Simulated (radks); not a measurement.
**The Coulomb parameter U of the 5d shell of Hg²⁺**

Aim: U as the second difference [E(n + 0.25) + E(n − 0.25) − 2E(n)]/0.25², with all orbitals relaxed. Bare: the atom's charge changes with n. Screened: the 6s shell takes up the change. The start is a model configuration, not necessarily the ground state.

Method: scalar-relativistic Kohn-Sham, PBE, spin-unpolarised, spherical densities, finite nucleus. Code: radks (a radial shooting solver on a logarithmic mesh, Libxc functionals) version 1.

### Step 1. Starting point

* element: mercury (Z = 80)
* charge: +2
* electrons: 78
* configuration: [Xe] 4f14 5d9 6s1
* nuclear rms radius: 5.4648 fm

Outer shells as boxes (Hund's rule):

Hg²⁺
```
[Xe] core
4f [↑↓][↑↓][↑↓][↑↓][↑↓][↑↓][↑↓]
5d [↑↓][↑↓][↑↓][↑↓][↑ ]
6s [↑ ]
```

### Step 2. Start: [Xe] 4f14 5d9 6s1

Input:

```text
Z 80
configuration [Xe] 4f14 5d9 6s1
relativity scalar-relativistic
functional pbe,pbe
spin unpolarised
nucleus finite rms 5.4648 fm
c 137.035999084
```

### Step 3. Bare +0.25: [Xe] 4f14 5d9.25 6s1

Input:

```text
Z 80
configuration [Xe] 4f14 5d9.25 6s1
relativity scalar-relativistic
functional pbe,pbe
spin unpolarised
nucleus finite rms 5.4648 fm
c 137.035999084
```

### Step 4. Bare -0.25: [Xe] 4f14 5d8.75 6s1

Input:

```text
Z 80
configuration [Xe] 4f14 5d8.75 6s1
relativity scalar-relativistic
functional pbe,pbe
spin unpolarised
nucleus finite rms 5.4648 fm
c 137.035999084
```

### Step 5. Screened +0.25: [Xe] 4f14 5d9.25 6s0.75

Input:

```text
Z 80
configuration [Xe] 4f14 5d9.25 6s0.75
relativity scalar-relativistic
functional pbe,pbe
spin unpolarised
nucleus finite rms 5.4648 fm
c 137.035999084
```

### Step 6. Screened -0.25: [Xe] 4f14 5d8.75 6s1.25

Input:

```text
Z 80
configuration [Xe] 4f14 5d8.75 6s1.25
relativity scalar-relativistic
functional pbe,pbe
spin unpolarised
nucleus finite rms 5.4648 fm
c 137.035999084
```

Q: Predict the outcome of this session.

**Answer**, as computed:

| quantity | value (eV) |
| --- | --- |
| U, bare | 13.383 |
| U, screened by 6s | 1.458 |
| F0(5d,5d), frozen orbitals | 17.468 |

What this shows: Relaxing the orbitals brings U down to 77 % of the Slater integral F0. Letting 6s compensate leaves 11 % of the bare value; this second difference measures U(5d,5d) + U(6s,6s) − 2U(5d,6s). A solid screens further than the bare atom, so the bare value is an upper guide for the U of a crystal.
